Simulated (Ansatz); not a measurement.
**Yb2InPd2 (P4/mbm): the equilibrium volume**

At what volume is Yb2InPd2 (P4/mbm) free of pressure?

Computed with Ansatz 0.2.0 (DFT PBEsol, scalar-relativistic, plane waves, PAW, unless a step's input says otherwise).

1 further run of the same task is left out (it didn't finish).

## 1. The starting structure

It takes space group P4/mbm (No. 127, tetragonal). Conventional cell: a = 7.487 Å, b = 7.487 Å, c = 4.009 Å, α = 90.00°, β = 90.00°, γ = 90.00°. In (site symmetry 4/m) is surrounded by 4 Pd at 2.92 Å. Around Pd (site symmetry m2m) lie 1 Pd at 2.85 Å and 6 Yb at 2.90 to 3.03 Å and 2 In at 2.92 Å. Around Yb (site symmetry m2m) lie 6 Pd at 2.90 to 3.03 Å.

Structure file:

```
In Pd Yb
1.0
     7.48705    0.00000    0.00000
     0.00000    7.48705    0.00000
     0.00000    0.00000    4.00905
In Pd Yb
2 4 4
Direct
  0.00000 0.00000 0.00000
  0.50000 0.50000 0.00000
  0.36547 0.13453 0.00000
  0.86547 0.36547 0.00000
  0.13453 0.63453 0.00000
  0.63453 0.86547 0.00000
  0.33288 0.83288 0.50000
  0.83288 0.66712 0.50000
  0.16712 0.33288 0.50000
  0.66712 0.16712 0.50000
```

## 2. The first run (PBEsol, 4×4×4 mesh)

input.yaml

```yaml
crystal:
  lattice:
    - [7.48705482, 0.0, 0.0]
    - [0.0, 7.48705482, 0.0]
    - [0.0, 0.0, 4.00904813]
  atoms:
    - { symbol: In, position: [0.0, 0.0, 0.0] }
    - { symbol: In, position: [0.5, 0.5, 0.0] }
    - { symbol: Pd, position: [0.365475, 0.134525, 0.0] }
    - { symbol: Pd, position: [0.865475, 0.365475, 0.0] }
    - { symbol: Pd, position: [0.134525, 0.634525, 0.0] }
    - { symbol: Pd, position: [0.634525, 0.865475, 0.0] }
    - { symbol: Yb, position: [0.332879, 0.832879, 0.5] }
    - { symbol: Yb, position: [0.832879, 0.667121, 0.5] }
    - { symbol: Yb, position: [0.167121, 0.332879, 0.5] }
    - { symbol: Yb, position: [0.667121, 0.167121, 0.5] }
basis:
  ecutwfc: 420
kpoints:
  mp_grid: { grid: [4, 4, 4] }
hamiltonian:
  xc: pbesol
scf:
  occupations: { method: gaussian, width: 0.1 }
output:
  forces: true
  stress: true
  eigenvalues: true
```

On the command line:

```console
$ ansatz run input.yaml --threads 8 --pin off --max-ram 14336MiB --backend cpu --events-out ev --progress --plain --runs-dir out
```

Output, cut to the lines that bear on the results:

```text
Warning: RAYON_NUM_THREADS=8 ignored (pool sized by the plan → 8); use --threads N
[...]
Pseudopotentials: kind: paw
Pseudopotential: In, paw, valence charge 13, recommended cutoff 420 eV (normal), In.paw.azcp
Pseudopotential: Pd, paw, valence charge 18, recommended cutoff 420 eV (normal), Pd.paw.azcp
Pseudopotential: Yb, paw, valence charge 24, recommended cutoff 420 eV (normal), Yb.paw.azcp
Functional definition: PBEsol
[...]
Crystal: 10 atoms, lattice volume = 224.731 Å³
Basis set: ecut = 420 eV, 4413 PW (Γ), exchange–correlation on 108×108×54 points (8 copies of the dense FFT grid, shifted against one another)
Bands: 117, of which v1, the nominal top of the filled ones, is band 97 counted from 1 (96 counted from 0)
Symmetry: 16 space group operations
Space group: P4/mbm (ITA 127), of the structure as read, at distance tolerance 6.1e-5 Å
k-points: 18 of 64
[...]
SCF iter   1: F=—  HF=-93390.732888 eV  |F-HF|=—  |Δ(HF+E_count)|=         —  Δρ=1.39e-2  dr2=5.74e-1  ethr=1.77e-3  ⟨swp⟩=5.8  Hψ=8767  notcnv=0  defer=28
[...]
SCF iter  10: F=-93390.666316 eV  HF=-93390.666316 eV  |F-HF|=2.33e-8  |Δ(HF+E_count)|=   3.04e-8  Δρ=2.83e-6  dr2=1.93e-8  ethr=5.15e-11  ⟨swp⟩=11.1  Hψ=11736  notcnv=0
[...]
SCF converged after 10 iterations
Free energy (F): -93390.666316 eV
[...]
E sigma→0 (E₀):  -93390.639585 eV
Entropy (-TS):   -0.053462 eV (-5.346 meV/atom)
Fermi energy:    14.349977 eV
[...]
--- Forces (eV/Å), atoms counted from 1 ---
  atom   1  In    -0.00000000    -0.00000000     0.00000000
  atom   2  In     0.00000000    -0.00000000    -0.00000000
  atom   3  Pd     0.09160250    -0.09160250    -0.00000000
  atom   4  Pd     0.09160250     0.09160250     0.00000000
  atom   5  Pd    -0.09160250    -0.09160250    -0.00000000
  atom   6  Pd    -0.09160250     0.09160250     0.00000000
  atom   7  Yb    -0.03998461    -0.03998461    -0.00000000
  atom   8  Yb    -0.03998461     0.03998461     0.00000000
[...]
--- Stress (GPa, compression-positive) ---
       -4.163157      -0.000000      -0.000000
       -0.000000      -4.163157       0.000000
       -0.000000       0.000000      -3.695784
  P = ⅓ Tr σ = -4.0074 GPa (-40.074 kbar)
--- Band table (eV; the first three rows and the last of 18) ---
[...]
```

Wall time 10 s (8 threads of Arm Neoverse N1, shared host); peak memory 1.5 GiB.

This gives: volume 22.473 Å³/atom, pressure -4.01 GPa, no gap.

## 3. Relaxing cell and atoms

input.yaml: that of step 2 with these lines changed.

```diff
@@ -19,3 +19,3 @@
 kpoints:
-  mp_grid: { grid: [4, 4, 4] }
+  mp_grid: { grid: [4, 4, 8] }
 hamiltonian:
@@ -23,3 +23,3 @@
 scf:
-  occupations: { method: gaussian, width: 0.1 }
+  occupations: { method: gaussian, width: 0.05 }
 output:
@@ -28 +28,6 @@
   eigenvalues: true
+relax:
+  adjacent_minimum: "off"
+  f_tol: 0.005
+  max_steps: 80
+  cell: { stress_tol: 0.05 }
```

On the command line:

```console
$ ansatz run input.yaml --threads 8 --pin off --max-ram 14336MiB --backend cpu --events-out ev --progress --plain --runs-dir out
```

Output:

```text
Warning: RAYON_NUM_THREADS=8 ignored (pool sized by the plan → 8); use --threads N
Engine: ansatz 0.2.0, aarch64-unknown-linux-gnu
Pseudopotentials: kind: paw
Pseudopotential: In, paw, valence charge 13, recommended cutoff 420 eV (normal), In.paw.azcp
Pseudopotential: Pd, paw, valence charge 18, recommended cutoff 420 eV (normal), Pd.paw.azcp
Pseudopotential: Yb, paw, valence charge 24, recommended cutoff 420 eV (normal), Yb.paw.azcp
Functional definition: PBEsol
  exchange = pbesol_x
  correlation = pbesol_c
Crystal: 10 atoms, lattice volume = 224.731 Å³
Basis set: ecut = 420 eV, 4413 PW (Γ), exchange–correlation on 108×108×54 points (8 copies of the dense FFT grid, shifted against one another)
Bands: 117, of which v1, the nominal top of the filled ones, is band 97 counted from 1 (96 counted from 0)
Symmetry: 16 space group operations
Space group: P4/mbm (ITA 127), of the structure as read, at distance tolerance 6.1e-5 Å
k-points: 30 of 128
Non-local potential: In, projectors of the file, l = 0: 2, l = 1: 2, l = 2: 2, l = 3: 2
Non-local potential: Pd, projectors of the file, l = 0: 2, l = 1: 2, l = 2: 2, l = 3: 1
Non-local potential: Yb, projectors of the file, l = 0: 3, l = 1: 2, l = 2: 2, l = 3: 3
PAW form: soft (Blöchl's): semilocal exchange-correlation on the pseudo side does not see the compensation charge
PAW frozen core: In, regenerated for the run's functional, and the local potential with it (the file was generated under x = pbe(κ = 0.804, μ = 0.2195149727645171), c = pbe(β = 0.06672455060314922))
PAW frozen core: Pd, regenerated for the run's functional, and the local potential with it (the file was generated under x = pbe(κ = 0.804, μ = 0.2195149727645171), c = pbe(β = 0.06672455060314922))
PAW frozen core: Yb, regenerated for the run's functional, and the local potential with it (the file was generated under x = pbe(κ = 0.804, μ = 0.2195149727645171), c = pbe(β = 0.06672455060314922))
PAW one-centre angular grid: In, 590 points (default); XC on 64 Gauss nodes
PAW one-centre angular grid: Pd, 590 points (default); XC on 64 Gauss nodes
PAW one-centre angular grid: Yb, 590 points (default); XC on 64 Gauss nodes
Initial density: superposition of atomic densities (neutral atoms: chi_scale 0, normalization atom), corrected by the library's trained network
Initial wavefunctions: pseudopotential atomic-orbital guess
Functional: x = pbesol(κ = 0.804, μ = 0.12345679012345678), c = pbesol(β = 0.046)
SCF iter   1: F=—  HF=-93390.874462 eV  |F-HF|=—  |Δ(HF+E_count)|=         —  Δρ=1.65e-2  dr2=7.58e-1  ethr=1.77e-3  ⟨swp⟩=5.6  Hψ=14866  notcnv=0  defer=9
preconditioner: auto → Resta (q_TF=auto, 2.662 Å⁻¹)  ε∞=10.7  [insulator: Δε(μ)=0.084 eV  Ē_g=9.845 eV  σ=0.050 eV  W_gap=0.61  n_scr=78 (ndim 8)  ℏωp=30.7 eV  f_vac=0.000  D(μ)=3.53/eV (n_scr^D=14)  ε∞_Penn≈10.7]
SCF iter   2: F=—  HF=-93390.807580 eV  |F-HF|=—  |Δ(HF+E_count)|=   6.69e-2  Δρ=5.96e-3  dr2=1.10e-1  ethr=3.91e-4  ⟨swp⟩=2.7  Hψ=6997  notcnv=0  defer=331
SCF iter   3: F=—  HF=-93390.795995 eV  |F-HF|=—  |Δ(HF+E_count)|=   1.16e-2  Δρ=8.72e-4  dr2=3.84e-3  ethr=5.67e-5  ⟨swp⟩=1.9  Hψ=4060  notcnv=0  defer=390
SCF iter   4: F=—  HF=-93390.795770 eV  |F-HF|=—  |Δ(HF+E_count)|=   2.25e-4  Δρ=4.30e-4  dr2=3.23e-4  ethr=1.98e-6  ⟨swp⟩=2.0  Hψ=5939  notcnv=0  defer=390
SCF iter   5: F=—  HF=-93390.795777 eV  |F-HF|=—  |Δ(HF+E_count)|=   6.76e-6  Δρ=1.75e-4  dr2=8.01e-5  ethr=1.67e-7  ⟨swp⟩=2.0  Hψ=5330  notcnv=0  defer=390
SCF iter   6: F=—  HF=-93390.796191 eV  |F-HF|=—  |Δ(HF+E_count)|=   4.15e-4  Δρ=5.46e-5  dr2=1.07e-5  ethr=4.13e-8  ⟨swp⟩=2.0  Hψ=5927  notcnv=0  defer=390
SCF iter   7: F=—  HF=-93390.796185 eV  |F-HF|=—  |Δ(HF+E_count)|=   5.86e-6  Δρ=3.35e-5  dr2=3.43e-6  ethr=5.51e-9  ⟨swp⟩=2.0  Hψ=5995  notcnv=0  defer=390
SCF iter   8: F=—  HF=-93390.796185 eV  |F-HF|=—  |Δ(HF+E_count)|=   4.29e-7  Δρ=6.66e-6  dr2=6.75e-8  ethr=5.15e-11  ⟨swp⟩=11.4  Hψ=23645  notcnv=0
SCF iter   9: F=-93390.796185 eV  HF=-93390.796185 eV  |F-HF|=2.75e-8  |Δ(HF+E_count)|=   6.22e-8  Δρ=3.79e-6  dr2=3.62e-8  ethr=3.48e-11  ⟨swp⟩=5.1  Hψ=14933  notcnv=0
SCF 1 converged in 9 iterations: F = -93390.796185 eV  dr2 = 3.62e-8
relax step   1: F+E_penalty+E_count = -93390.79618491 eV  Δ(F+E_penalty+E_count) = +0.000e0 eV  max|allowed force component| = 1.018e-1 eV/Å  Δτ_max = 0.0000 Å  P = -4.099 GPa  Ω = 224.731 Å³  (9 SCF iters, dr2 threshold 1.00e-7 eV, accepted)
[... from here on, the SCF cycles and remarks between the steps are left out ...]
relax step   2: F+E_penalty+E_count = -93390.85364691 eV  Δ(F+E_penalty+E_count) = -5.746e-2 eV  max|allowed force component| = 1.109e-1 eV/Å  Δτ_max = 0.0433 Å  P = +4.451 GPa  Ω = 201.817 Å³  energy of the carried Pulay correction = +6.361e-3 eV  (10 SCF iters, dr2 threshold 1.00e-6 eV, accepted)
relax step   3: F+E_penalty+E_count = -93390.98624555 eV  Δ(F+E_penalty+E_count) = -1.326e-1 eV  max|allowed force component| = 2.540e-2 eV/Å  Δτ_max = 0.0194 Å  P = -0.439 GPa  Ω = 212.950 Å³  energy of the carried Pulay correction = +3.187e-3 eV  (9 SCF iters, dr2 threshold 1.00e-6 eV, accepted)
relax step   4: F+E_penalty+E_count = -93390.98922096 eV  Δ(F+E_penalty+E_count) = -2.975e-3 eV  max|allowed force component| = 9.034e-3 eV/Å  Δτ_max = 0.0037 Å  P = -0.040 GPa  Ω = 211.834 Å³  energy of the carried Pulay correction = +3.498e-3 eV  (6 SCF iters, dr2 threshold 8.59e-7 eV, accepted)
relax step   5: F+E_penalty+E_count = -93390.98977060 eV  Δ(F+E_penalty+E_count) = -5.496e-4 eV  max|allowed force component| = 2.267e-3 eV/Å  Δτ_max = 0.0017 Å  P = +0.043 GPa  Ω = 211.561 Å³  energy of the carried Pulay correction = +3.574e-3 eV  (7 SCF iters, dr2 threshold 5.86e-8 eV, accepted)
relax step   6: F+E_penalty+E_count = -93390.98989113 eV  Δ(F+E_penalty+E_count) = -1.205e-4 eV  max|allowed force component| = 3.601e-4 eV/Å  Δτ_max = 0.0008 Å  P = +0.002 GPa  Ω = 211.623 Å³  energy of the carried Pulay correction = +3.557e-3 eV  (7 SCF iters, dr2 threshold 1.31e-8 eV, accepted)
relax step   7: F+E_penalty+E_count = -93390.98633250 eV  Δ(F+E_penalty+E_count) = +3.559e-3 eV  max|allowed force component| = 3.706e-4 eV/Å  Δτ_max = 0.0000 Å  P = +0.002 GPa  Ω = 211.623 Å³  stress off target by 6.34e-3 GPa  SCF on the basis re-selected at this cell (its energy is not comparable with the rows above)  (7 SCF iters)
basis re-selected at this cell: Δ(F+E_penalty+E_count) = +3.559e-3 eV, ΔP = +0.000 GPa vs the last step (what re-selecting the basis moved, of the pressure what is left beyond the Pulay correction that the steps carried, after the strain that the cell walked since its last selection, with what the two solves' SCF thresholds leave and, on support functions, any second-order correction that the steps lacked; it is no measure of the basis error at this ecutwfc). The dense FFT grid was sized anew with the basis: this SCF ran on 50×50×27 points, the steps before it on 54×54×27, so part of this shift can come from that change (see relax.cell in the input reference). This SCF's stress stands 6.34e-3 GPa from its target on what of the cell is left free (relax.cell.stress_tol is 5.00e-2 GPa) and its largest allowed force component is 3.71e-4 eV/Å (relax.f_tol is 5.00e-3 eV/Å): within both
SCF converged after 7 iterations
Free energy (F): -93390.986333 eV
Harris-Foulkes:  -93390.986333 eV  (|F-HF|=4.37e-11)
Internal energy: -93390.978036 eV  (E = F + TS)
E sigma→0 (E₀):  -93390.982184 eV
Entropy (-TS):   -0.008297 eV (-0.830 meV/atom)
Fermi energy:    15.456054 eV
--- Per-component energies (eV) ---
  E_band       = -335.269868
  E_kinetic    = 3999.795951
  E_local      = -33348.236402  (includes V_loc(G=0)·N_el)
  E_nonlocal   = 3788.067377
  E_hartree    = 14269.434454
  E_xc         = -1762.295964
  E_vxc        = -1876.974245  (∫ρ·V_xc dr)
  E_paw        = -51834.369380  (= ΣΔE_a)
  E_vpaw       = -1436.792496  (= ΣTr[D̂ρ^β])
  E_aug_tail   = 0.000892  (compensation charges beyond the density's cutoff)
  E_ewald      = -28509.573640
  E_core_change = 6.198678  (= ΣΔE_core)
  E_smearing   = -0.008297  (= −TS)
  E_closure    = 0.000000  (closes the sum)
  Σ components = -93390.986333   (vs F -93390.986333, Δ=0.00e0)
--- Forces (eV/Å), atoms counted from 1 ---
  atom   1  In     0.00000000     0.00000000     0.00000000
  atom   2  In    -0.00000000     0.00000000     0.00000000
  atom   3  Pd     0.00008138    -0.00008138    -0.00000000
  atom   4  Pd     0.00008138     0.00008138     0.00000000
  atom   5  Pd    -0.00008138    -0.00008138    -0.00000000
  atom   6  Pd    -0.00008138     0.00008138     0.00000000
  atom   7  Yb     0.00037062     0.00037062    -0.00000000
  atom   8  Yb     0.00037062    -0.00037062     0.00000000
  atom   9  Yb    -0.00037062     0.00037062    -0.00000000
  atom  10  Yb    -0.00037062    -0.00037062     0.00000000
  max |Σ_I F_I| component: 1.73e-18 eV/Å
--- Stress (GPa, compression-positive) ---
        0.006093      -0.000000       0.000000
       -0.000000       0.006093       0.000000
        0.000000       0.000000      -0.006343
  P = ⅓ Tr σ = 0.0019 GPa (0.019 kbar)
--- Band table (eV; the first three rows and the last of 30) ---
  k-point 0: bands = ["-69.0048", "-69.0047", "-68.9957", "-68.9957", "-35.7951", "-35.7913", "-35.7888", "-35.7888", "-34.8124", "-34.8097", "-34.8093", "-34.8026", "-34.7988", "-34.7988", "-34.7454", "-34.7454", "-34.7387", "-34.7375", "-34.7010", "-34.7010", "-8.2804", "-8.2062", "-8.1927", "-8.1927", "-8.1489", "-8.0949", "-8.0596", "-8.0556", "-8.0468", "-8.0468", "-8.0378", "-8.0378", "1.1536", "1.1646", "1.2063", "1.2213", "1.2227", "1.2227", "1.2303", "1.2303", "1.2391", "1.2615", "7.6824", "9.3174", "11.0315", "11.1361", "11.1361", "11.3335", "11.5752", "11.5971", "11.7683", "11.7683", "12.0235", "12.1769", "12.1888", "12.3550", "12.3550", "12.3623", "12.3623", "12.4350", "12.4350", "12.5690", "12.5884", "12.8898", "12.8898", "12.9916", "13.7033", "14.4977", "14.8634", "14.8634", "15.0257", "15.0907", "15.0978", "15.1074", "15.1093", "15.1298", "15.1298", "15.1351", "15.1400", "15.1400", "15.1415", "15.1572", "15.1666", "15.1666", "15.1674", "15.1674", "15.1837", "15.1841", "15.1899", "15.1934", "15.1934", "15.2110", "15.2110", "15.2286", "15.2390", "15.2398", "15.5450", "15.5450", "15.8725", "17.6372", "17.6735", "18.0475", "18.4487", "18.4487", "18.4898", "18.5165", "18.7044", "18.9920", "18.9920", "19.2229", "19.2229", "20.8379", "20.8431", "20.9164", "21.4446", "21.4618", "21.4618"]
[... 3 lines left out ...]
--- Relaxed structure (6 steps of the walk, 6 accepted, 1 SCFs on fresh bases) ---
  F+E_penalty+E_count = -93390.98633250 eV   max|allowed force component| = 3.706e-4 eV/Å   (the final SCF, on the basis selected at the relaxed cell)
  cell:  # Å, volume = 211.6229 Å³
    - [7.396505352356847, -2.4013682549616763e-33, 1.5156779815089193e-33]
    - [-2.8757126016207725e-33, 7.396505352356848, -6.003420637404191e-34]
    - [-2.0438640915536095e-34, -3.2146154741242667e-34, 3.8682050294989128]
  atoms:
    - { symbol: In, position: [-2.378508119842303e-19, 4.0546865969915213e-20, 3.666403348757444e-34] }
    - { symbol: In, position: [0.5, 0.49999999999999994, -1.9669882023383643e-34] }
    - { symbol: Pd, position: [0.3682763632924411, 0.13172363670755888, -6.30557572366801e-34] }
    - { symbol: Pd, position: [0.868276363292441, 0.3682763632924411, -2.5224587672200216e-34] }
    - { symbol: Pd, position: [0.1317236367075589, 0.6317236367075588, -9.011228982469724e-35] }
    - { symbol: Pd, position: [0.6317236367075589, 0.868276363292441, -5.2396977790914005e-34] }
    - { symbol: Yb, position: [0.3305157239408772, 0.8305157239408772, 0.5] }
    - { symbol: Yb, position: [0.8305157239408774, 0.6694842760591226, 0.5] }
    - { symbol: Yb, position: [0.1694842760591227, 0.3305157239408772, 0.5] }
    - { symbol: Yb, position: [0.6694842760591228, 0.1694842760591227, 0.5] }
```

It took 2.2 min on 8 threads of Arm Neoverse N1, shared host; peak memory 1.6 GiB.

How the relaxation went:

| step | energy from step 1 (meV/atom) | largest force component (eV/Å) | pressure (GPa) | volume (Å³/atom) |
| --- | --- | --- | --- | --- |
| 1 | 0.0 | 0.102 | -4.10 | 22.473 |
| 2 | -5.7 | 0.111 | 4.45 | 20.182 |
| 3 | -19.0 | 0.025 | -0.44 | 21.295 |
| 4 | -19.3 | 0.009 | -0.04 | 21.183 |
| 5 | -19.4 | 0.002 | 0.04 | 21.156 |
| 6 | -19.4 | 0.000 | 0.00 | 21.162 |
| 7 | -19.0 | 0.000 | 0.00 | 21.162 |

Step 1 is the start. Step 7 repeats the geometry before it on a plane-wave basis chosen anew for the final cell, which shifts the energy by +0.4 meV/atom. The run keeps the 16 symmetry operations that it found, so it can't reach a distortion that breaks them.

Result: volume 21.162 Å³/atom, pressure 0.00 GPa, metallic.

## 4. The cell, before and after

How the cell compares, before and after:

| cell as typed | before | after | change |
| --- | --- | --- | --- |
| a (Å) | 7.487 | 7.397 | -1.2 % |
| b (Å) | 7.487 | 7.397 | -1.2 % |
| c (Å) | 4.009 | 3.868 | -3.5 % |
| volume (Å³/atom) | 22.473 | 21.162 | -5.8 % |
| shortest distance (Å) | 2.849 | 2.756 | -3.3 % |
| space group | P4/mbm | P4/mbm | same |

## 5. What came out

| quantity | value |
| --- | --- |
| volume | 21.162 Å³/atom |
| pressure | 0.00 GPa |
| conventional cell | a = 7.397 Å, b = 7.397 Å, c = 3.868 Å, α = 90.00°, β = 90.00°, γ = 90.00° |
| gap on the mesh | none (metal) |

What this shows: From the first run shown, the volume went from 22.47 to 21.16 Å³/atom (-5.8 %) in 2 runs, where the pressure is zero within 0.01 GPa. Spin polarisation wasn't allowed in this run. No U acts on the 4f shell, so its levels can lie too near the Fermi level. Spin–orbit coupling is left out, though the cell holds Yb; it splits the 4f levels.
